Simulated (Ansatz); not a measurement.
# AuCH₃ (singlet): from Hartree-Fock to the top rungs, def2-SVP

An exercise on one series of results from a longer session: the logs are not shown, and one member is left open.

The runs use Ansatz 0.2.0, Gaussian basis; def2-SVP, core rule «outside noble gas», up to 5 orbitals frozen.

Plan: UHF; CCSD(T) on RHF; CISD; CCSDT(Q) on RHF; CASSCF and NEVPT2, 8 electrons in 8 orbitals.

4 further runs of the same task are left out: 2 that didn't finish, 2 set aside as unsound or not needed.

## The geometry

The geometry is a PBE0/def2-TZVP stationary point (not a proven minimum). No spin-orbit coupling is included. Elements past krypton take def2 core potentials.

5 atoms, charge 0, spin multiplicity 1.

Atoms are counted from 1 here; the program's logs count them from 0.

Bond lengths: Au1–C2 2.011 Å, C2–H3 1.089 Å, C2–H4 1.089 Å, C2–H5 1.089 Å. Angles: Au1–C2–H3 107.6°, Au1–C2–H4 107.6°, Au1–C2–H5 107.6°, H3–C2–H4 111.3°, H3–C2–H5 111.3°, H4–C2–H5 111.3°.

The first run:

File in.yaml:

```yaml
crystal:
  periodic: [false, false, false]
  atoms:
    - {symbol: Au, position_ang: [-0.147297, 0.001108, 0.000896]}
    - {symbol: C, position_ang: [1.863603, -0.014016, -0.011337]}
    - {symbol: H, position_ang: [2.184590, -1.055140, -0.008145]}
    - {symbol: H, position_ang: [2.201766, 0.507292, 0.883573]}
    - {symbol: H, position_ang: [2.190755, 0.498381, -0.915440]}
basis:
  gaussian: {orbitals: def2-SVP}
magnetization: {spin_polarized: true, initial_magnetization: 0}
hamiltonian: {xc: hf}
output: {orbitals: {seedname: orbitals}}
```

Started as:

```
> ansatz run in.yaml --threads 1 --pin off --events-out ev --progress --plain --max-ram 2393MiB
```

Steps of the session up to this table: UHF; CCSD(T) on RHF; CISD; CCSDT(Q) on RHF; CASSCF and NEVPT2, 8 electrons in 8 orbitals.

One of the session's tables, all rows but one given; the rest of the session is left out.

```
         method  from RCCSDT(Q) (kJ/mol)
            RHF                  +1190.7
           RMP2                    +25.9
           CISD                   +157.3
          RCCSD                    +33.2
       RCCSD(T)                     +2.1
         RCCSDT                     +1.8
      RCCSDT(Q)                        0
CASSCF frontier                        ?
NEVPT2 frontier                    +39.3
```

Q: Estimate the row for CASSCF frontier from the others.

As computed: from RCCSDT(Q) (kJ/mol): +955.8. In the column «from RCCSDT(Q) (kJ/mol)» it lies between CISD (+157.3) and RHF (+1190.7).

With the free atoms at the same levels and basis (separate runs), the atomisation energy is 15.158 eV at RCCSDT(Q), 15.150 eV at RCCSD(T), 11.372 eV at RHF.
